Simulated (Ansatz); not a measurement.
# B₂Cl₂F₂H₂: how energies converge with the basis set

The task here is to estimate one member of a computed series from the others.

Program: Ansatz 0.2.0, Gaussian basis. Level of theory: one geometry, several basis sets. These are calculated values, not measurements.

Plan: PBE0-D4/def2-SVP; ωB97M-V/def2-SVP; PBE0-D4/def2-QZVPP; ωB97M-V/def2-QZVPP; the functionals' def2-TZVPP values are taken from earlier runs.

## The geometry

All runs share one geometry, relaxed beforehand with PBE0-D4 in a triple-zeta def2 set.

SMILES `F[B@H-]1[Cl+][B@H-](F)[Cl+]1`, 8 atoms, charge 0, spin multiplicity 1.

Atoms are counted from 1 here; the program's logs count them from 0.

Bond lengths: F1–B2 1.326 Å, B2–Cl3 1.983 Å, B2–Cl6 1.983 Å, B2–H7 1.188 Å, Cl3–B4 1.983 Å, B4–F5 1.325 Å, B4–Cl6 1.983 Å, B4–H8 1.188 Å. Angles: F1–B2–Cl3 109.9°, F1–B2–Cl6 109.9°, F1–B2–H7 121.5°, Cl3–B2–Cl6 94.1°, Cl3–B2–H7 108.9°, Cl6–B2–H7 108.9°, B2–Cl3–B4 85.9°, Cl3–B4–F5 110.0°, Cl3–B4–Cl6 94.1°, Cl3–B4–H8 108.9°, F5–B4–Cl6 110.0°, F5–B4–H8 121.6°, Cl6–B4–H8 108.9°, B2–Cl6–B4 85.9°.

The first run:

File in.yaml:

```yaml
crystal:
  periodic: [false, false, false]
  atoms:
    - {symbol: F, position_ang: [1.123224, -1.331226, 1.505616]}
    - {symbol: B, position_ang: [1.137758, -0.310691, 0.659731]}
    - {symbol: Cl, position_ang: [0.394776, -0.873039, -1.090625]}
    - {symbol: B, position_ang: [-1.137392, 0.309811, -0.658853]}
    - {symbol: F, position_ang: [-1.186876, 1.318300, -1.517254]}
    - {symbol: Cl, position_ang: [-0.363018, 0.921508, 1.061412]}
    - {symbol: H, position_ang: [2.122334, 0.328240, 0.473604]}
    - {symbol: H, position_ang: [-2.090806, -0.362903, -0.433630]}
basis:
  gaussian: {orbitals: def2-SVP}
hamiltonian: {xc: pbe0, dispersion: d4}
output: {orbitals: {seedname: orbitals}}
```

Command:

```sh
> ansatz run in.yaml --threads 4 --pin off --events-out ev --progress --plain --max-ram 10444MiB
```

Among the steps run: PBE0-D4 in def2-SVP; ωB97M-V in def2-SVP; PBE0-D4 in def2-QZVPP; ωB97M-V in def2-QZVPP.

One table of the session follows, with a row left open; its other results are not shown here.

It belongs to the step «Density functionals: the series». 

```
functional       basis  HOMO (eV)
   PBE0-D4    def2-SVP      -9.21
   PBE0-D4  def2-TZVPP      -9.25
   PBE0-D4  def2-QZVPP      -9.28
   ωB97M-V    def2-SVP          ?
   ωB97M-V  def2-TZVPP     -11.49
   ωB97M-V  def2-QZVPP     -11.52
```

Q: Estimate the row for ωB97M-V, def2-SVP from the others.

The run gave: HOMO (eV): -11.41. In the column «HOMO (eV)» it lies between ωB97M-V, def2-TZVPP (-11.49) and PBE0-D4, def2-QZVPP (-9.28).
